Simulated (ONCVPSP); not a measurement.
# Tc: generating and testing an ONCV potential

Aim: build the potential from the settings below, then test how well it stands in for the atom: other configurations, scattering, ghost states and the plane-wave cutoff that it needs.

The numbers are computed with ONCVPSP 4.0.1 (LDA (Perdew-Wang 92), scalar-relativistic, spin-unpolarised reference atom).

**1. Settings**

The settings as typed:

```json
{
  "element": "technetium (Tc, Z = 43)",
  "type": "optimised norm-conserving Vanderbilt (ONCV)",
  "frozen core": "[Ar] 3d10",
  "valence charge": "15",
  "reference configuration": "4s2 4p6 4d5 5s1.5 (charge +0.5)",
  "partial waves": "4s+5s: rc 1.45 bohr, ncon 3, nbas 6, qcut 7.8 1/bohr, 2 projectors; 4p: rc 1.70 bohr, ncon 4, nbas 7, qcut 7.3 1/bohr, 2 projectors, debl 2.3 Ha; 4d: rc 2.35 bohr, ncon 4, nbas 9, qcut 6.9 1/bohr, 2 projectors, debl 2.8 Ha; f scattering state at 0.09 Ha: rc 2.00 bohr, ncon 4, nbas 8, qcut 5 1/bohr, 1 projector",
  "local potential": "polynomial inside 1.00 bohr (lpopt 5, dvloc0 3 Ha)",
  "core correction": "Teter function, fcfact 5.25, rcfact 1.7"
}
```

An earlier all-electron run gives the scale for the radii.

All-electron outer shells of the reference configuration (LDA (PZ), scalar-relativistic, ld1.x):

```tsv
shell	level (eV)	outermost node (bohr)	outermost maximum (bohr)
3d	-253.84	–	0.31
4s	-77.06	0.50	0.95
4p	-49.07	0.51	1.03
4d	-10.42	0.50	1.27
5s	-8.40	1.28	2.65
5p	-4.19	1.45	3.41
```

**2. Generation**

Contents of Tc.dat:

```
# ATOM AND REFERENCE CONFIGURATION
# atsym  z   nc   nv     iexc    psfile
  Tc 43.00    6    4  -001012      upf
#
#   n    l    f
    1    0    2.00
    2    0    2.00
    2    1    6.00
    3    0    2.00
    3    1    6.00
    3    2   10.00
    4    0    2.00
    4    1    6.00
    4    2    5.00
    5    0    1.50
#
# PSEUDOPOTENTIAL AND OPTIMIZATION
# lmax
    3
#
#   l,   rc,      ep,       ncon, nbas, qcut
    0    1.45    0.00    3    6    7.80
    1    1.70    0.00    4    7    7.30
    2    2.35    0.00    4    9    6.90
    3    2.00    0.09    4    8    5.00
#
# LOCAL POTENTIAL
# lloc, lpopt,  rc(5),   dvloc0
    4    5    1.00    3.00
#
# VANDERBILT-KLEINMAN-BYLANDER PROJECTORs
# l, nproj, debl
    0    2    2.30
    1    2    2.30
    2    2    2.80
    3    1    3.20
#
# MODEL CORE CHARGE
# icmod, fcfact, rcfact
    3    5.25    1.70
#
# LOG DERIVATIVE ANALYSIS
# epsh1, epsh2, depsh
   -4.00    5.00    0.02
#
# OUTPUT GRID
# rlmax, drl
    6.00    0.01
#
# TEST CONFIGURATIONS
# ncnf
    4
# nvcnf
#   n    l    f
    4
    4    0    2.00
    4    1    6.00
    4    2    5.00
    5    0    2.00
#
    4
    4    0    2.00
    4    1    6.00
    4    2    5.00
    5    0    1.00
#
    4
    4    0    2.00
    4    1    6.00
    4    2    5.00
    5    0    0.00
#
    4
    4    0    2.00
    4    1    6.00
    4    2    4.00
    5    0    2.00
#
```

Launch:

```
$ oncvpsp.x < Tc.dat > Tc.out
```

What does the calculation give? Wanted: cutoffs for 1 and 0.1 mHa per electron, occupied waves; bound ghosts; GHOST(+) flags; largest test error; largest phase difference near zero energy, channels read; rms error of d²Exc/dn², without and with the model core.

The runs gave:

| quantity | value |
| --- | --- |
| cutoffs for 1 and 0.1 mHa per electron, occupied waves | 23 Ha and 27 Ha |
| bound ghosts | none found |
| GHOST(+) flags | s at 191 eV |
| largest test error (AE − PS) | +13 meV, for 4s2 4p6 4d4 5s2 |
| largest phase difference near zero energy, channels read | 0.002 rad |
| rms error of d²Exc/dn², without and with the model core | 3.52 and 3.03 mHa |

**Reading.** The worst unpolarised test, 4s2 4p6 4d4 5s2, is off by 13 meV on 8.4 eV; by total energies transferability rates as good. By its cutoff, 23 Ha for the looser tolerance, it is of middling hardness. No bound ghost shows below the valence levels. Near zero energy the phases of the channels with partial waves agree within 0.002 rad. The program also flags highly localised states, GHOST(+) (s). All of this concerns the isolated atom, not yet a solid.
